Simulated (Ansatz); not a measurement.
# HfC: strong compression

An exercise on one series of results from a longer session: the logs are not shown, and one member is left open.

Method: DFT, PBE, PAW with Ansatz's default frozen-core files, scalar-relativistic, in Ansatz 0.2.0.

### Starting point

It takes space group Fm-3m (No. 225, cubic). Conventional cell: a = 4.634 Å, b = 4.634 Å, c = 4.634 Å, α = 90.00°, β = 90.00°, γ = 90.00°. Around Hf (site symmetry m-3m) lie 6 C at 2.32 Å. C (site symmetry m-3m) has 6 Hf at 2.32 Å as nearest neighbours.

Coordinates:

```cif
data_structure
_symmetry_space_group_name_H-M 'Fm-3m'
_symmetry_Int_Tables_number 225
_cell_length_a 4.6343
_cell_length_b 4.6343
_cell_length_c 4.6343
_cell_angle_alpha 90.000
_cell_angle_beta 90.000
_cell_angle_gamma 90.000
_cell_volume 99.53
loop_
_atom_site_label
_atom_site_type_symbol
_atom_site_symmetry_multiplicity
_atom_site_Wyckoff_symbol
_atom_site_fract_x
_atom_site_fract_y
_atom_site_fract_z
_atom_site_occupancy
Hf1 Hf 4 a 0.00000 0.00000 0.00000 1
C1 C 4 b 0.50000 0.00000 0.00000 1
```

The file gives the conventional cell by its symmetry; the runs use the cell typed in the input.

Whether this phase is the stable one at these pressures isn't tested.

Atoms are numbered in the order of the input: Hf1, C2.

Set-up of the first run:

input.yaml

```yaml
crystal:
  lattice:
    - [0.0, 2.3171388429, 2.3171388429]
    - [2.3171388429, 0.0, 2.3171388429]
    - [2.3171388429, 2.3171388429, 0.0]
  atoms:
    - { symbol: Hf, position: [0.0, 0.0, 0.0] }
    - { symbol: C, position: [0.5, 0.5, 0.5] }
kpoints:
  mp_grid: { grid: [13, 13, 13] }
scf:
  occupations: { method: fermi_dirac, width: 0.05 }
hamiltonian:
  xc: pbe
  pseudopotentials: { kind: paw }
output:
  forces: true
  stress: true
relax:
  f_tol: 0.01
  max_steps: 30
```

Command:

```console
$ ansatz run input.yaml --threads 1 --pin off --max-ram 2048MiB --backend cpu --events-out ev --progress --plain --runs-dir out
```

Among the steps run: Atoms relaxed at the given volume, PAW; Volume scaled by 1, PAW; Atoms relaxed at 0.85 of the volume, PAW; Volume scaled by 0.85, PAW; Atoms relaxed at 0.65 of the volume, PAW; Volume scaled by 0.65, PAW; Atoms relaxed at 0.6 of the volume, PAW; Volume scaled by 0.6, PAW.

One table of the session follows, with a row left open; its other results are not shown here.

```
method  volume over the first  volume (Å³/atom)  pressure (GPa)
   PAW                      1                 ?               ?
   PAW                   0.85            10.575           57.06
   PAW                   0.65             8.087          242.81
   PAW                    0.6             7.465          333.90
```

**Question.** Estimate the row for PAW, 1.

As computed: volume (Å³/atom): 12.441; pressure (GPa): 2.63. In the column «volume (Å³/atom)» it is the highest.

Caveats from the session: A fit over so wide a range leans to the high pressures, so B₀ can be off by several per cent. Spin-orbit coupling is left out, though the cell holds Hf; in elements this heavy it can shift bands and gaps by tenths of an eV. Warnings in the runs' records: stress scf threshold loose, gradients without spin orbit.
